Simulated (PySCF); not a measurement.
# CH3NO2Si: core binding energies at several levels of theory, part 2 of 3

PySCF 2.14.0. Atoms count from 0.

### 5 X-ray photoelectron lines: PBE, X2C

Job settings and geometry (Å):

```
{"job": {"kind": "xps", "xc": "PBE"}, "charge": 0, "multiplicity": 1}
N      2.478950     0.838482    -0.365233
C      1.439092     0.449709    -0.029768
Si    -0.262628    -0.148773     0.464958
O     -0.483329    -1.683541    -0.075722
O     -1.311338     0.934412    -0.200462
H     -0.364757    -0.204779     1.931974
H     -0.484623    -1.841536    -1.024784
H     -0.957233     1.635341    -0.755108
```

Method: delta-SCF UKS PBE, pcX-2 on the ionised atom, pcseg-1 elsewhere, spin-free X2C.

Output:

```text
ground state, core basis on atom 0 (N), 120 functions
  cycle   1  E = -534.72662806  |g| = 1.05e+00
  cycle   2  E = -533.81018157  |g| = 2.35e+00
  cycle   3  E = -534.90405782  |g| = 3.72e-01
  cycle   4  E = -534.92059631  |g| = 2.67e-01
  cycle   5  E = -534.93588544  |g| = 5.56e-02
  cycle   6  E = -534.93665907  |g| = 7.99e-03
  cycle   7  E = -534.93667704  |g| = 2.12e-03
  cycle   8  E = -534.93667692  |g| = 4.01e-04
  E(ground) = -534.93645569 Eh
hole in N 1s of atom 0
  cycle   1  E = -519.36937435  |g| = 1.86e+00
  cycle   2  E = -513.91076946  |g| = 3.22e+00
  cycle   3  E = -519.00560222  |g| = 1.50e+00
  cycle   4  E = -519.76832122  |g| = 8.46e-01
  cycle   5  E = -519.94704312  |g| = 5.32e-01
  cycle   6  E = -520.03821853  |g| = 1.75e-01
  cycle   7  E = -520.05945867  |g| = 4.30e-02
  cycle   8  E = -520.05915481  |g| = 5.32e-02
  cycle   9  E = -520.06030136  |g| = 5.90e-03
  cycle  10  E = -520.06032398  |g| = 1.20e-03
  cycle  11  E = -520.06032590  |g| = 5.84e-04
  cycle  12  E = -520.06032756  |g| = 2.12e-04
  E(ion) = -520.06007414 Eh   <S^2> = 0.7760   hole on atom = 1.000   binding energy = 404.807 eV
ground state, core basis on atom 1 (C), 120 functions
  cycle   1  E = -534.92893373  |g| = 8.63e-02
  cycle   2  E = -534.92262136  |g| = 1.76e-01
  cycle   3  E = -534.92861585  |g| = 6.12e-02
  cycle   4  E = -534.92943792  |g| = 9.01e-03
  cycle   5  E = -534.92945559  |g| = 1.38e-03
  cycle   6  E = -534.92945459  |g| = 3.44e-04
  E(ground) = -534.92917210 Eh
hole in C 1s of atom 1
  cycle   1  E = -523.68965884  |g| = 1.52e+00
  cycle   2  E = -517.23295539  |g| = 3.16e+00
  cycle   3  E = -522.69334440  |g| = 1.73e+00
  cycle   4  E = -524.00902128  |g| = 7.10e-01
  cycle   5  E = -524.06400978  |g| = 6.06e-01
  cycle   6  E = -524.21518016  |g| = 1.30e-01
  cycle   7  E = -524.22665120  |g| = 3.15e-02
  cycle   8  E = -524.22681032  |g| = 2.96e-02
  cycle   9  E = -524.22716582  |g| = 6.24e-03
  cycle  10  E = -524.22719151  |g| = 1.25e-03
  cycle  11  E = -524.22719353  |g| = 6.06e-04
  cycle  12  E = -524.22719486  |g| = 2.32e-04
  E(ion) = -524.22686453 Eh   <S^2> = 0.7777   hole on atom = 1.000   binding energy = 291.225 eV
ground state, core basis on atom 2 (Si), 131 functions
  cycle   1  E = -535.00748359  |g| = 2.73e-01
  cycle   2  E = -535.00751855  |g| = 6.78e-02
  cycle   3  E = -535.00769705  |g| = 5.16e-02
  cycle   4  E = -535.00816168  |g| = 1.17e-02
  cycle   5  E = -535.00818631  |g| = 3.51e-03
  cycle   6  E = -535.00818761  |g| = 1.92e-03
  cycle   7  E = -535.00818927  |g| = 3.37e-04
  E(ground) = -535.00797145 Eh
hole in Si 1s of atom 2
  cycle   1  E = -466.11372788  |g| = 4.42e+00
  cycle   2  E = -465.29672966  |g| = 2.71e+00
  cycle   3  E = -465.17868293  |g| = 1.97e+00
  cycle   4  E = -466.75896689  |g| = 9.57e-01
  cycle   5  E = -467.08961118  |g| = 4.32e-01
  cycle   6  E = -467.16010241  |g| = 2.00e-01
  cycle   7  E = -467.17614024  |g| = 4.30e-02
  cycle   8  E = -467.17700852  |g| = 1.00e-02
  cycle   9  E = -467.17705977  |g| = 3.34e-03
  cycle  10  E = -467.17706283  |g| = 1.80e-03
  cycle  11  E = -467.17706383  |g| = 4.36e-04
  E(ion) = -467.17691763 Eh   <S^2> = 0.7513   hole on atom = 1.000   binding energy = 1845.777 eV
hole in Si 2p of atom 2
  cycle   1  E = -530.70793650  |g| = 1.24e+00
  cycle   2  E = -530.05507301  |g| = 1.59e+00
  cycle   3  E = -530.50383250  |g| = 1.06e+00
  cycle   4  E = -530.97969384  |g| = 3.11e-01
  cycle   5  E = -531.01386496  |g| = 1.41e-01
  cycle   6  E = -531.02020704  |g| = 6.74e-02
  cycle   7  E = -531.02221554  |g| = 1.35e-02
  cycle   8  E = -531.02230149  |g| = 3.92e-03
  cycle   9  E = -531.02230741  |g| = 1.88e-03
  cycle  10  E = -531.02230921  |g| = 4.28e-04
  E(ion) = -531.02214639 Eh   <S^2> = 0.7515   hole on atom = 1.002   binding energy = 108.460 eV
  2p3/2 = 108.298 eV   2p1/2 = 108.926 eV
ground state, core basis on atom 3 (O), 120 functions
  cycle   1  E = -534.95528974  |g| = 1.16e-01
  cycle   2  E = -534.95462042  |g| = 6.97e-02
  cycle   3  E = -534.95376188  |g| = 9.62e-02
  cycle   4  E = -534.95536021  |g| = 2.91e-02
  cycle   5  E = -534.95553966  |g| = 5.32e-03
  cycle   6  E = -534.95554561  |g| = 5.29e-04
  cycle   7  E = -534.95554414  |g| = 1.61e-04
  E(ground) = -534.95548334 Eh
hole in O 1s of atom 3
  cycle   1  E = -514.35962838  |g| = 2.24e+00
  cycle   2  E = -510.99175801  |g| = 2.94e+00
  cycle   3  E = -513.92519410  |g| = 1.57e+00
  cycle   4  E = -514.81271613  |g| = 8.99e-01
  cycle   5  E = -515.10730113  |g| = 3.41e-01
  cycle   6  E = -515.16455467  |g| = 7.70e-02
  cycle   7  E = -515.16667517  |g| = 4.17e-02
  cycle   8  E = -515.16731458  |g| = 1.27e-02
  cycle   9  E = -515.16738900  |g| = 1.65e-03
  cycle  10  E = -515.16739133  |g| = 3.81e-04
  E(ion) = -515.16732262 Eh   <S^2> = 0.7562   hole on atom = 1.000   binding energy = 538.463 eV
```

Run time: 10 s. Hardware: 1 thread of Arm Neoverse V1, shared host; peak memory 0.47 GiB.

The holes in one table. −ε is the ground-state orbital energy:

```
       hole  stands for                  environment  ΔSCF (eV; 2p as the shell's mean)  −ε (eV)   ⟨S²⟩
  N1s on N0          N0             nitrile nitrogen                             404.81    381.2  0.776
  C1s on C1          C1               nitrile carbon                             291.22    269.9  0.778
Si1s on Si2         Si2  silicon bonded to C, 2 O, H                            1845.78   1785.4  0.751
Si2p on Si2         Si2  silicon bonded to C, 2 O, H                             108.51     95.8  0.751
  O1s on O3      O3, O4       oxygen bonded to Si, H                             538.46    511.4  0.756
```

Each hole run stands for the others of its class of like atoms.

With the spin-orbit splitting: Si2 2p3/2 108.30, 2p1/2 108.93 eV. The table gives each 2p level as the mean over the whole 2p shell (two parts 2p3/2, one part 2p1/2), which differs a little from the single hole in the log.

### 6 Core holes by ΔSCF: HF, X2C

The job, as its differences from that of step 5:

```diff
@@ -1,2 +1,2 @@
-{"job": {"kind": "xps", "xc": "PBE"}, "charge": 0, "multiplicity": 1}
+{"job": {"kind": "xps", "xc": "HF"}, "charge": 0, "multiplicity": 1}
 N      2.478950     0.838482    -0.365233
```

Method: delta-SCF UKS HF, pcX-2 on the ionised atom, pcseg-1 elsewhere, spin-free X2C.

Output:

```text
ground state, core basis on atom 0 (N), 120 functions
  cycle   1  E = -533.32822679  |g| = 7.36e-01
  cycle   2  E = -533.40191799  |g| = 5.38e-01
  cycle   3  E = -533.45840567  |g| = 8.59e-02
  cycle   4  E = -533.46036186  |g| = 4.04e-02
  cycle   5  E = -533.46072629  |g| = 7.33e-03
  cycle   6  E = -533.46074733  |g| = 2.41e-03
  cycle   7  E = -533.46074959  |g| = 6.15e-04
  cycle   8  E = -533.46074975  |g| = 1.77e-04
  E(ground) = -533.46074975 Eh
hole in N 1s of atom 0
  cycle   1  E = -517.85233665  |g| = 1.82e+00
  cycle   2  E = -518.09930971  |g| = 1.24e+00
  cycle   3  E = -518.52478924  |g| = 2.28e-01
  cycle   4  E = -518.54452495  |g| = 5.55e-02
  cycle   5  E = -518.54673858  |g| = 2.85e-02
  cycle   6  E = -518.54856334  |g| = 2.47e-02
  cycle   7  E = -518.55078095  |g| = 2.02e-02
  cycle   8  E = -518.55420446  |g| = 1.30e-02
  cycle   9  E = -518.55447891  |g| = 2.70e-03
  cycle  10  E = -518.55449602  |g| = 9.17e-04
  cycle  11  E = -518.55449698  |g| = 2.59e-04
  E(ion) = -518.55449698 Eh   <S^2> = 1.0363   hole on atom = 1.000   binding energy = 405.620 eV
ground state, core basis on atom 1 (C), 120 functions
  cycle   1  E = -533.45402091  |g| = 3.38e-02
  cycle   2  E = -533.45411820  |g| = 1.97e-02
  cycle   3  E = -533.45419240  |g| = 6.44e-03
  cycle   4  E = -533.45420136  |g| = 2.75e-04
  E(ground) = -533.45420136 Eh
hole in C 1s of atom 1
  cycle   1  E = -522.18143161  |g| = 1.48e+00
  cycle   2  E = -522.38669152  |g| = 9.67e-01
  cycle   3  E = -522.67194374  |g| = 3.07e-01
  cycle   4  E = -522.70807159  |g| = 5.40e-02
  cycle   5  E = -522.71050669  |g| = 2.85e-02
  cycle   6  E = -522.71284987  |g| = 2.77e-02
  cycle   7  E = -522.71504493  |g| = 2.75e-02
  cycle   8  E = -522.71935783  |g| = 2.61e-02
  cycle   9  E = -522.69704893  |g| = 1.17e-01
  cycle  10  E = -522.72768435  |g| = 8.53e-03
  cycle  11  E = -522.72817504  |g| = 2.42e-03
  cycle  12  E = -522.72819340  |g| = 7.48e-04
  cycle  13  E = -522.72819437  |g| = 4.58e-04
  E(ion) = -522.72819437 Eh   <S^2> = 1.3256   hole on atom = 1.000   binding energy = 291.870 eV
ground state, core basis on atom 2 (Si), 131 functions
  cycle   1  E = -533.53553162  |g| = 8.21e-02
  cycle   2  E = -533.53605635  |g| = 1.16e-02
  cycle   3  E = -533.53608352  |g| = 3.14e-03
  cycle   4  E = -533.53608618  |g| = 8.78e-04
  cycle   5  E = -533.53608653  |g| = 3.62e-04
  E(ground) = -533.53608653 Eh
hole in Si 1s of atom 2
  cycle   1  E = -464.50609917  |g| = 4.32e+00
  cycle   2  E = -465.40932605  |g| = 1.01e+00
  cycle   3  E = -465.51115032  |g| = 1.99e-01
  cycle   4  E = -465.52238638  |g| = 1.03e-01
  cycle   5  E = -465.52690028  |g| = 1.37e-02
  cycle   6  E = -465.52700079  |g| = 5.22e-03
  cycle   7  E = -465.52702646  |g| = 2.13e-03
  cycle   8  E = -465.52703334  |g| = 1.09e-03
  cycle   9  E = -465.52703643  |g| = 6.54e-04
  cycle  10  E = -465.52703806  |g| = 5.49e-04
  cycle  11  E = -465.52703932  |g| = 5.28e-04
  cycle  12  E = -465.52704041  |g| = 5.21e-04
  cycle  13  E = -465.52704227  |g| = 5.14e-04
  cycle  14  E = -465.52704922  |g| = 4.85e-04
  E(ion) = -465.52704922 Eh   <S^2> = 0.7543   hole on atom = 1.000   binding energy = 1850.620 eV
hole in Si 2p of atom 2
  cycle   1  E = -529.22432575  |g| = 1.21e+00
  cycle   2  E = -529.47477524  |g| = 4.37e-01
  cycle   3  E = -529.51584192  |g| = 1.25e-01
  cycle   4  E = -529.52181286  |g| = 3.73e-02
  cycle   5  E = -529.52249959  |g| = 9.32e-03
  cycle   6  E = -529.52256929  |g| = 4.47e-03
  cycle   7  E = -529.52259762  |g| = 2.35e-03
  cycle   8  E = -529.52261002  |g| = 1.60e-03
  cycle   9  E = -529.52261968  |g| = 1.43e-03
  cycle  10  E = -529.52262774  |g| = 1.40e-03
  cycle  11  E = -529.52263868  |g| = 1.38e-03
  cycle  12  E = -529.52266957  |g| = 1.34e-03
  cycle  13  E = -529.52275438  |g| = 1.20e-03
  cycle  14  E = -529.52288469  |g| = 1.01e-03
  cycle  15  E = -529.52283528  |g| = 1.03e-03
  cycle  16  E = -529.52288934  |g| = 2.15e-04
  cycle  17  E = -529.52288901  |g| = 2.13e-04
  E(ion) = -529.52288901 Eh   <S^2> = 0.8123   hole on atom = 1.002   binding energy = 109.205 eV
  2p3/2 = 108.989 eV   2p1/2 = 109.584 eV
ground state, core basis on atom 3 (O), 120 functions
  cycle   1  E = -533.48250502  |g| = 3.69e-02
  cycle   2  E = -533.48262979  |g| = 8.96e-03
  cycle   3  E = -533.48264137  |g| = 5.22e-03
  cycle   4  E = -533.48264639  |g| = 7.98e-04
  cycle   5  E = -533.48264662  |g| = 4.59e-04
  E(ground) = -533.48264662 Eh
hole in O 1s of atom 3
  cycle   1  E = -512.87710998  |g| = 2.20e+00
  cycle   2  E = -513.41187186  |g| = 1.12e+00
  cycle   3  E = -513.67139791  |g| = 9.73e-02
  cycle   4  E = -513.67400330  |g| = 2.70e-02
  cycle   5  E = -513.67434983  |g| = 1.64e-02
  cycle   6  E = -513.67455633  |g| = 6.08e-03
  cycle   7  E = -513.67459513  |g| = 2.50e-03
  cycle   8  E = -513.67459995  |g| = 8.77e-04
  cycle   9  E = -513.67460098  |g| = 3.01e-04
  E(ion) = -513.67460098 Eh   <S^2> = 0.7675   hole on atom = 1.000   binding energy = 539.004 eV
```

It took 13 s on 1 thread of Arm Neoverse V1, shared host; peak memory 0.47 GiB.

Binding energies by hole, beside the orbital energy of the ground state; the difference holds orbital relaxation and, for a density functional, its self-interaction error:

```
       hole  stands for                  environment  ΔSCF (eV; 2p as the shell's mean)  −ε (eV)   ⟨S²⟩
  N1s on N0          N0             nitrile nitrogen                  405.62 (doubtful)    424.7  1.036
  C1s on C1          C1               nitrile carbon                  291.87 (doubtful)    306.7  1.326
Si1s on Si2         Si2  silicon bonded to C, 2 O, H                            1850.62   1878.4  0.754
Si2p on Si2         Si2  silicon bonded to C, 2 O, H                             109.19    117.3  0.812
  O1s on O3      O3, O4       oxygen bonded to Si, H                             539.00    560.7  0.768
```

Each hole run stands for the others of its class of like atoms.

Doubtful: the ion did not converge, its hole moved, or its ⟨S²⟩ is well above 0.75.

With the spin-orbit splitting: Si2 2p3/2 108.99, 2p1/2 109.58 eV. The table gives each 2p level as the mean over the whole 2p shell (two parts 2p3/2, one part 2p1/2), which differs a little from the single hole in the log.

### 7 Core holes by ΔSCF: SCAN, X2C

The job, as its differences from that of step 6:

```diff
@@ -1,2 +1,2 @@
-{"job": {"kind": "xps", "xc": "HF"}, "charge": 0, "multiplicity": 1}
+{"job": {"kind": "xps", "basis": "pcX-1"}, "charge": 0, "multiplicity": 1}
 N      2.478950     0.838482    -0.365233
```

Method: delta-SCF UKS SCAN, pcX-1 on the ionised atom, pcseg-1 elsewhere, spin-free X2C.

Output:

```text
ground state, core basis on atom 0 (N), 99 functions
  cycle   1  E = -535.04263804  |g| = 9.43e-01
  cycle   2  E = -534.55116616  |g| = 1.82e+00
  cycle   3  E = -535.18946080  |g| = 3.25e-01
  cycle   4  E = -535.20776526  |g| = 1.66e-01
  cycle   5  E = -535.21390903  |g| = 3.01e-02
  cycle   6  E = -535.21413084  |g| = 4.82e-03
  cycle   7  E = -535.21413398  |g| = 1.41e-03
  cycle   8  E = -535.21413690  |g| = 7.08e-04
  cycle   9  E = -535.21413810  |g| = 2.86e-04
  E(ground) = -535.25489078 Eh
hole in N 1s of atom 0
  cycle   1  E = -519.61145404  |g| = 1.83e+00
  cycle   2  E = -515.02018882  |g| = 3.01e+00
  cycle   3  E = -519.46536115  |g| = 1.33e+00
  cycle   4  E = -520.07177729  |g| = 7.41e-01
  cycle   5  E = -520.22190700  |g| = 4.40e-01
  cycle   6  E = -520.29169679  |g| = 1.09e-01
  cycle   7  E = -520.30039309  |g| = 2.91e-02
  cycle   8  E = -520.30068279  |g| = 2.88e-02
  cycle   9  E = -520.30111193  |g| = 9.62e-03
  cycle  10  E = -520.30123043  |g| = 4.90e-03
  cycle  11  E = -520.30127747  |g| = 1.74e-03
  cycle  12  E = -520.30128178  |g| = 5.07e-04
  cycle  13  E = -520.30128132  |g| = 1.55e-04
  E(ion) = -520.34199183 Eh   <S^2> = 0.8247   hole on atom = 1.000   binding energy = 405.801 eV
ground state, core basis on atom 1 (C), 99 functions
  cycle   1  E = -535.20882551  |g| = 7.75e-02
  cycle   2  E = -535.19737334  |g| = 2.35e-01
  cycle   3  E = -535.21005671  |g| = 1.20e-02
  cycle   4  E = -535.21009047  |g| = 4.07e-03
  cycle   5  E = -535.21009243  |g| = 1.85e-03
  cycle   6  E = -535.21009503  |g| = 2.80e-04
  E(ground) = -535.25433228 Eh
hole in C 1s of atom 1
  cycle   1  E = -523.93604314  |g| = 1.49e+00
  cycle   2  E = -518.98569928  |g| = 3.00e+00
  cycle   3  E = -523.50894198  |g| = 1.38e+00
  cycle   4  E = -524.24825129  |g| = 7.37e-01
  cycle   5  E = -524.39682126  |g| = 4.26e-01
  cycle   6  E = -524.46672529  |g| = 1.07e-01
  cycle   7  E = -524.47364011  |g| = 2.18e-02
  cycle   8  E = -524.47391987  |g| = 1.73e-02
  cycle   9  E = -524.47408779  |g| = 7.30e-03
  cycle  10  E = -524.47417318  |g| = 4.22e-03
  cycle  11  E = -524.47424692  |g| = 1.74e-03
  cycle  12  E = -524.47425817  |g| = 6.23e-04
  cycle  13  E = -524.47425855  |g| = 3.22e-04
  E(ion) = -524.51663647 Eh   <S^2> = 0.8240   hole on atom = 1.000   binding energy = 292.188 eV
ground state, core basis on atom 2 (Si), 111 functions
  cycle   1  E = -535.31338388  |g| = 1.90e-01
  cycle   2  E = -535.30923290  |g| = 1.48e-01
  cycle   3  E = -535.30331361  |g| = 2.15e-01
  cycle   4  E = -535.31408327  |g| = 1.73e-02
  cycle   5  E = -535.31413171  |g| = 6.73e-03
  cycle   6  E = -535.31413930  |g| = 9.38e-04
  cycle   7  E = -535.31414092  |g| = 1.92e-04
  E(ground) = -535.31432137 Eh
hole in Si 1s of atom 2
  cycle   1  E = -466.30751630  |g| = 4.35e+00
  cycle   2  E = -466.19025491  |g| = 2.23e+00
  cycle   3  E = -466.09555723  |g| = 1.57e+00
  cycle   4  E = -467.09593019  |g| = 7.18e-01
  cycle   5  E = -467.30401094  |g| = 2.67e-01
  cycle   6  E = -467.33090551  |g| = 1.19e-01
  cycle   7  E = -467.33652553  |g| = 2.57e-02
  cycle   8  E = -467.33684940  |g| = 5.38e-03
  cycle   9  E = -467.33686423  |g| = 3.08e-03
  cycle  10  E = -467.33686688  |g| = 1.55e-03
  cycle  11  E = -467.33686693  |g| = 1.50e-04
  E(ion) = -467.34565334 Eh   <S^2> = 0.7519   hole on atom = 1.000   binding energy = 1849.522 eV
hole in Si 2p of atom 2
  cycle   1  E = -530.97124390  |g| = 1.23e+00
  cycle   2  E = -530.66495967  |g| = 1.26e+00
  cycle   3  E = -530.89437208  |g| = 8.98e-01
  cycle   4  E = -531.25323227  |g| = 2.15e-01
  cycle   5  E = -531.26960761  |g| = 1.00e-01
  cycle   6  E = -531.27309656  |g| = 4.11e-02
  cycle   7  E = -531.27384966  |g| = 8.06e-03
  cycle   8  E = -531.27387889  |g| = 2.28e-03
  cycle   9  E = -531.27388083  |g| = 1.24e-03
  cycle  10  E = -531.27388157  |g| = 3.46e-04
  E(ion) = -531.28531928 Eh   <S^2> = 0.7516   hole on atom = 1.003   binding energy = 109.635 eV
  2p3/2 = 109.471 eV   2p1/2 = 110.095 eV
ground state, core basis on atom 3 (O), 99 functions
  cycle   1  E = -535.21433789  |g| = 3.78e-02
  cycle   2  E = -535.21395288  |g| = 5.20e-02
  cycle   3  E = -535.21437895  |g| = 2.95e-02
  cycle   4  E = -535.21455593  |g| = 1.05e-02
  cycle   5  E = -535.21457621  |g| = 2.80e-03
  cycle   6  E = -535.21457730  |g| = 3.79e-04
  E(ground) = -535.25404843 Eh
hole in O 1s of atom 3
  cycle   1  E = -514.58499282  |g| = 2.21e+00
  cycle   2  E = -514.15162769  |g| = 2.13e+00
  cycle   3  E = -515.23731561  |g| = 5.98e-01
  cycle   4  E = -515.10817856  |g| = 7.40e-01
  cycle   5  E = -515.37288892  |g| = 1.35e-01
  cycle   6  E = -515.37954877  |g| = 6.73e-02
  cycle   7  E = -515.38122566  |g| = 1.27e-02
  cycle   8  E = -515.38130925  |g| = 3.45e-03
  cycle   9  E = -515.38131562  |g| = 9.66e-04
  cycle  10  E = -515.38131672  |g| = 2.09e-04
  E(ion) = -515.42238074 Eh   <S^2> = 0.7607   hole on atom = 1.000   binding energy = 539.647 eV
```

Run time: 13 s. Hardware: 1 thread of Arm Neoverse V1, shared host; peak memory 0.47 GiB.

The holes in one table. −ε is the ground-state orbital energy:

```
       hole  stands for                  environment  ΔSCF (eV; 2p as the shell's mean)  −ε (eV)   ⟨S²⟩
  N1s on N0          N0             nitrile nitrogen                             405.80    386.4  0.825
  C1s on C1          C1               nitrile carbon                             292.19    274.4  0.824
Si1s on Si2         Si2  silicon bonded to C, 2 O, H                            1849.52   1795.6  0.752
Si2p on Si2         Si2  silicon bonded to C, 2 O, H                             109.68     98.3  0.752
  O1s on O3      O3, O4       oxygen bonded to Si, H                             539.65    517.3  0.761
```

Each hole run stands for the others of its class of like atoms.

With the spin-orbit splitting: Si2 2p3/2 109.47, 2p1/2 110.10 eV. The table gives each 2p level as the mean over the whole 2p shell (two parts 2p3/2, one part 2p1/2), which differs a little from the single hole in the log.

(Continued in part 3 of 3.)
